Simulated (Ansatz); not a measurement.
# LiTlPd2: the cost of one run

All numbers are computed with Ansatz 0.2.0 through its Python package. Level of theory: DFT PBEsol, plane waves, PAW.

## Step 1: The system

It takes space group I4/mmm (No. 139, tetragonal). Conventional cell: a = 4.153 Å, b = 4.153 Å, c = 7.515 Å, α = 90.00°, β = 90.00°, γ = 90.00°. Around Li (site symmetry 4/mmm) lie 8 Pd at 2.80 Å and 4 Tl at 2.94 Å. Tl (site symmetry 4/mmm) has 8 Pd at 2.80 Å and 4 Li at 2.94 Å as nearest neighbours. Around Pd (site symmetry -4m2) lie 4 Li at 2.80 Å and 4 Tl at 2.80 Å and 4 Pd at 2.94 Å.

No structure file is read: the coordinates are typed or built in the script.

## Step 2: Script

litlpd2.py reads:

```python
import warnings

import ansatz as az
import numpy as np


def main() -> None:
    warnings.simplefilter("ignore", az.DeckWarning)

    vectors = np.array([
        [-2.076326, 2.076326, 3.757741],
        [2.076326, -2.076326, 3.757741],
        [2.076326, 2.076326, -3.757741],
    ])
    xtal = (
        az.Lattice.of(vectors)
        .atom("Li", (0.5, 0.5, 0.0))
        .atom("Tl", (0.0, 0.0, 0.0))
        .atom("Pd", (0.75, 0.25, 0.5))
        .atom("Pd", (0.25, 0.75, 0.5))
    )

    inverse = np.linalg.inv(np.array(xtal.lattice.vectors))
    home = np.array(xtal.sites[3].position)
    values = np.linspace(-0.05, 0.05, 5)
    energies, pulls = [], []
    for shift in values:
        moved = xtal.move(3, to=home + shift * inverse[0])
        calculation = (
            moved.calculation()
            .kpoints(spacing=0.29)
            .occupations("methfessel_paxton")
            .functional("pbesol")
            .forces()
        )
        rep = calculation.run(threads=1).report
        energies.append(rep["free_energy_ev"])
        pulls.append(rep["forces_ev_ang"][3][0])

    print("shift (A)   dE (eV)   force along x (eV/A)")
    for shift, e, f in zip(values, energies, pulls):
        print(f"{shift:8.3f} {e - energies[2]:10.5f} {f:12.4f}")
    print(f"stiffness from energies {2 * np.polyfit(values, energies, 2)[0]:.3f}, from forces {-np.polyfit(values, pulls, 1)[0]:.3f} eV/A^2")


if __name__ == "__main__":
    main()
```

## Step 3: The input behind the calls

The engine receives this input (first run):

```yaml
crystal:
  lattice:
    - [-2.076326, 2.076326, 3.757741]
    - [2.076326, -2.076326, 3.757741]
    - [2.076326, 2.076326, -3.757741]
  atoms:
    - { symbol: Li, position: [0.5, 0.5, 0.0] }
    - { symbol: Tl, position: [0.0, 0.0, 0.0] }
    - { symbol: Pd, position: [0.75, 0.25, 0.5] }
    - { symbol: Pd, position: [0.25, 0.7379595015426287, 0.4879595015426287] }
kpoints:
  mp_grid:
    kspacing: 0.29
hamiltonian:
  xc: pbesol
scf:
  occupations:
    method: methfessel_paxton
output:
  forces: true
```

## Step 4: Running it

Launch:

```
python litlpd2.py
```

**Question.** How long does this script take on 1 thread of Arm Neoverse V2, shared host, and how much memory does it need?

About 93 s, with a peak of 0.6 GiB.
